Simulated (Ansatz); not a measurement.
A nudged elastic band was laid between two geometries of a periodic cell of 17 atoms, CuSi$_{16}$ (host Si, host structure diamond, interstitial Cu), cell charge +1.

Method: DFT PBEsol, scalar-relativistic, plane waves, PAW in Ansatz. Settings: PAW set soft_1, cutoff 420 eV, k mesh 2x2x2, gaussian smearing 0.02 eV, no spin polarisation.

```json
{
  "movable images": "2",
  "climbing image": "no",
  "spring": "5.0 eV/Å²",
  "optimiser": "quadratic models (default)",
  "start path": "default",
  "force threshold": "0.05 eV/Å",
  "iteration limit": "50",
  "end points": "relaxed"
}
```

Image 0:

```xyz
17
Lattice="0.0000 5.4300 5.4300 5.4300 0.0000 5.4300 5.4300 5.4300 0.0000" Properties=species:S:1:pos:R:3
Si 0.067 0.067 -0.037
Si 1.418 1.418 1.298
Si 2.772 2.769 -0.055
Si 4.123 4.125 1.288
Si 2.754 0.067 2.650
Si 4.023 1.368 4.124
Si 5.425 2.787 2.723
Si 6.859 4.126 4.024
Si 0.067 2.752 2.650
Si 1.366 4.024 4.123
Si 2.784 5.425 2.720
Si 4.125 6.856 4.023
Si 2.562 2.560 5.587
Si 4.024 4.025 6.782
Si 5.429 5.426 5.365
Si 6.641 6.645 6.938
Cu 3.898 3.907 4.253
```

Image 3:

```xyz
17
Lattice="0.0000 5.4300 5.4300 5.4300 0.0000 5.4300 5.4300 5.4300 0.0000" Properties=species:S:1:pos:R:3
Si 0.139 0.144 -0.144
Si 1.364 1.357 1.424
Si 2.764 2.760 0.009
Si 4.227 4.223 1.207
Si 2.664 -0.074 2.766
Si 4.001 1.363 4.067
Si 5.421 2.760 2.670
Si 6.723 4.033 4.139
Si -0.064 2.660 2.770
Si 1.364 4.007 4.073
Si 2.764 5.421 2.670
Si 4.040 6.720 4.140
Si 2.664 2.664 5.504
Si 4.022 4.014 6.845
Si 5.371 5.366 5.493
Si 6.723 6.721 6.827
Cu 2.879 2.889 2.542
```

Q: Which bonds break or form, and what moves?

A: Contacts lost: Si14–Cu17, Si15–Cu17. Contacts made: Si2–Cu17, Si3–Cu17. The atom that moves furthest is Cu17, by 2.24 Å.

Q: Give the energies along the band, and the barrier.

A: It converged. The highest image is number 0 of 0 to 3, 0.000 eV above the ends, which have the same energy within 2 meV. The highest image is an end point: on this band no image between the ends rises above it. Inner images lie up to 0.003 eV below the lower end, so the ends aren't the lowest states on this path. Limits of this set-up: PAW files made for another functional, charged cell in a uniform background, uncorrected.

| image | path coordinate (Å) | energy (eV) | Si14–Cu17 (Å) | Si15–Cu17 (Å) | Si2–Cu17 (Å) |
| --- | --- | --- | --- | --- | --- |
| 0 | 0.00 | 0.000 | 2.54 | 2.43 | 4.57 |
| 1 | 0.90 | -0.003 | 3.19 | 2.80 | 3.78 |
| 2 | 1.81 | -0.003 | 3.86 | 3.78 | 2.80 |
| 3 | 2.71 | 0.000 | 4.57 | 4.57 | 2.43 |

The band took 5 iterations and roughly 80 core-seconds.

The run took 80 s on 1 thread of Intel(R) Xeon(R) Platinum 8488C (Sapphire Rapids), with other jobs on the host, peak memory 0.8 GiB.
